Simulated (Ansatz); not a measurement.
# BBrFH₃OSi: a ladder of functionals and wavefunction methods

Aim: compute BBrFH₃OSi with functionals from several rungs and with coupled cluster. The yardstick is the atomisation energy at the CCSD(T) limit.

The runs use Ansatz 0.2.0, Gaussian basis; functionals in def2-TZVPP, the program's frozen cores in correlated methods.

The runs, in order: LDA (SPW92), PBE-D4, revPBE-D4, BLYP-D4, r2SCAN-D4, B97M-V, PBE0-D4, B3LYP-D4, r2SCANh-D4, r2SCAN0-D4, HSE06-D4, BHLYP-D4, CAM-B3LYP-D4, LC-ωPBE, ωB97X-V, ωB97M-V, B2PLYP, PBE-QIDH; CCSD(T)/def2-SVP; CCSD(T)/def2-TZVPP; MP2/def2-QZVPP; extrapolation to the limit; RPA on PBE.

## (1) Structure used throughout

All runs share one geometry, relaxed beforehand with PBE0-D4 in a triple-zeta def2 set.

SMILES `O[SiH2]B(F)Br`, 8 atoms, charge 0, spin multiplicity 1.

Atoms are counted from 1 here; the program's logs count them from 0.

Bond lengths: O1–Si2 1.646 Å, O1–H6 0.960 Å, Si2–B3 2.031 Å, Si2–H7 1.491 Å, Si2–H8 1.485 Å, B3–F4 1.312 Å, B3–Br5 1.933 Å. Angles: Si2–O1–H6 116.4°, O1–Si2–B3 110.1°, O1–Si2–H7 111.8°, O1–Si2–H8 108.2°, B3–Si2–H7 107.6°, B3–Si2–H8 110.9°, H7–Si2–H8 108.3°, Si2–B3–F4 124.5°, Si2–B3–Br5 118.8°, F4–B3–Br5 116.7°.

## (2) LDA

This LDA is Slater exchange with PW92 correlation.

File in.yaml:

```yaml
crystal:
  periodic: [false, false, false]
  atoms:
    - {symbol: O, position_ang: [0.059207, 0.300546, 1.758049]}
    - {symbol: Si, position_ang: [0.621177, -0.458406, 0.409756]}
    - {symbol: B, position_ang: [-0.513154, 0.046041, -1.197484]}
    - {symbol: F, position_ang: [-0.434663, -0.531615, -2.372367]}
    - {symbol: Br, position_ang: [-1.779403, 1.496877, -1.024940]}
    - {symbol: H, position_ang: [-0.468358, 1.089285, 1.614937]}
    - {symbol: H, position_ang: [2.029913, -0.076934, 0.105793]}
    - {symbol: H, position_ang: [0.577481, -1.922793, 0.650358]}
basis:
  gaussian: {orbitals: def2-TZVPP}
hamiltonian: {xc: lda}
output: {orbitals: {seedname: orbitals}}
```

The runs that follow: PBE-D4 (GGA); revPBE-D4 (GGA); BLYP-D4 (GGA); r2SCAN-D4 (meta-GGA); B97M-V (meta-GGA); PBE0-D4 (hybrid); B3LYP-D4 (hybrid); r2SCANh-D4 (hybrid); r2SCAN0-D4 (hybrid); HSE06-D4 (hybrid); BHLYP-D4 (hybrid); CAM-B3LYP-D4 (range-separated); LC-ωPBE (range-separated); ωB97X-V (range-separated); ωB97M-V (range-separated); B2PLYP (double hybrid); PBE-QIDH (double hybrid); CCSD(T) in def2-SVP; CCSD(T) in def2-TZVPP; MP2 in def2-QZVPP; RPA on PBE orbitals.

**Question.** What will the summary of the whole plan be? Wanted: atomisation energy, CCSD(T)/CBS; farthest beyond LDA; mean size of error, GGA; mean size of error, meta-GGA; mean size of error, hybrid; mean size of error, range-separated; mean size of error, double hybrid; gap, smallest and largest; T1 diagnostic.

**Answer**, as computed:

```
                               quantity                                                                                                         value
        atomisation energy, CCSD(T)/CBS                                                                                                     29.933 eV
    functionals within 0.299 eV (1.0 %)  BLYP-D4, r2SCAN-D4, B97M-V, PBE0-D4, B3LYP-D4, r2SCANh-D4, HSE06-D4, CAM-B3LYP-D4, LC-ωPBE, ωB97X-V, ωB97M-V
                    farthest beyond LDA                                                                                          BHLYP-D4 (-1.160 eV)
                mean size of error, GGA                                                                                                      0.359 eV
           mean size of error, meta-GGA                                                                                                      0.075 eV
             mean size of error, hybrid                                                                                                      0.411 eV
    mean size of error, range-separated                                                                                                      0.100 eV
      mean size of error, double hybrid                                                                                                      0.384 eV
              gap, smallest and largest                                                                     4.09 eV (LDA (SPW92)), 11.37 eV (LC-ωPBE)
                          T1 diagnostic                                                                                                        0.0118
triples share of the correlation energy                                                                                                         3.4 %
```

**Reading.** The LDA atomisation energy is off by 4.409 eV (15 %): it overbinds. PBE-D4 is off by +0.415 eV. Double hybrids carry the basis error of their MP2 part in triple zeta, and no dispersion term here, so their miss is partly the set-up's. The rungs meta-GGA, range-separated miss on average by less than the doubt on the reference (0.299 eV), so they tie. The reference freezes the cores and leaves out relativity and excitations past (T), and its outer-core shells are covered unevenly, so misses under about 0.299 eV can't be ranked. All levels share the lack of spin-orbit coupling, which lowers the free heavy atoms and so the true binding. Hartree-Fock recovers 73 % of the binding; the rest is correlation. CCSD(T) in def2-SVP is off by -2.128 eV, more than most functionals: a good method in a small basis is no reference. The gap grows from 4.1 to 11.4 eV across the functionals, mostly with the share of exact exchange. Correlated methods include outer-core shells of Br, which these sets cover unevenly.
